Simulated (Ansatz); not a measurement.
# C3H6Te, SMILES CC1C[Te]1: energies of removing a hydrogen

Computed with Ansatz 0.2.0, Python API.

The cells in order, each with its output:

In [1]:
```python
import ansatz
```

In [2]:
```python
def total_energy(molecule, charge=0, unpaired=0):
    calc = molecule.calculation().basis(gaussian="def2-SVPD").functional("b3lyp")
    if charge:
        calc = calc.charge(charge)
    if unpaired:
        calc = calc.spin("collinear", total=unpaired)
    report = calc.run(threads=1, pin="off").report
    if report["published_state_doubts"]:
        print("  doubts:", report["published_state_doubts"])
    return report["free_energy_ev"]
```

In [3]:
```python
def without(molecule, index):
    rest = ansatz.Crystal.molecule()
    for i, site in enumerate(molecule.cartesian_sites):
        if i != index:
            rest = rest.atom(site.symbol, site.position_ang)
    return rest

mol = (
    ansatz.Crystal.molecule()
    .atom("C", (-0.9007, 0.6674, -0.3552))
    .atom("C", (-0.1896, -0.5739, -0.0571))
    .atom("C", (1.0774, -0.3747, 0.6164))
    .atom("Te", (1.514, -0.9655, -1.4389))
    .atom("H", (-1.7306, 0.4889, -1.1402))
    .atom("H", (-1.4364, 1.1026, 0.5561))
    .atom("H", (-0.2497, 1.5024, -0.7649))
    .atom("H", (-0.7343, -1.4295, 0.2872))
    .atom("H", (1.3473, -1.1468, 1.4193))
    .atom("H", (1.3856, 0.678, 0.8803))
)
```

In [4]:
```python
whole = total_energy(mol, 0)
hydrogen = total_energy(ansatz.Crystal.molecule().atom("H", (0, 0, 0)), 0, 1)
print(f"E(molecule) = {whole:.5f} eV, E(H) = {hydrogen:.5f} eV")
for index in [6, 7, 9]:
    radical = total_energy(without(mol, index), 0, 1)
    print(f"H{index}: homolysis {23.060548 * (radical + hydrogen - whole):.1f} kcal/mol")
```
```text
E(molecule) = -10501.46071 eV, E(H) = -13.63995 eV
H6: homolysis 112.4 kcal/mol
H7: homolysis 109.3 kcal/mol
H9: homolysis 108.3 kcal/mol
```

Reading the output:
- Total energies depend on the basis set; only differences at equal settings carry meaning.
- The geometry is a force-field or estimated start, not a minimum of this method, and the basis set is short of its limit. All parts are taken at fixed geometry, without zero-point energy.
- def2 sets replace the cores of elements past krypton by effective core potentials.
- b3lyp holds the VWN-RPA fit, as in Gaussian; the form of ORCA and Turbomole is b3lyp5.
- The spin-orbit lowering of heavy atoms is left out.
- Wall time of the script: 42 s on 1 thread of Arm Neoverse V1, on a shared host, peak memory 0.43 GiB.
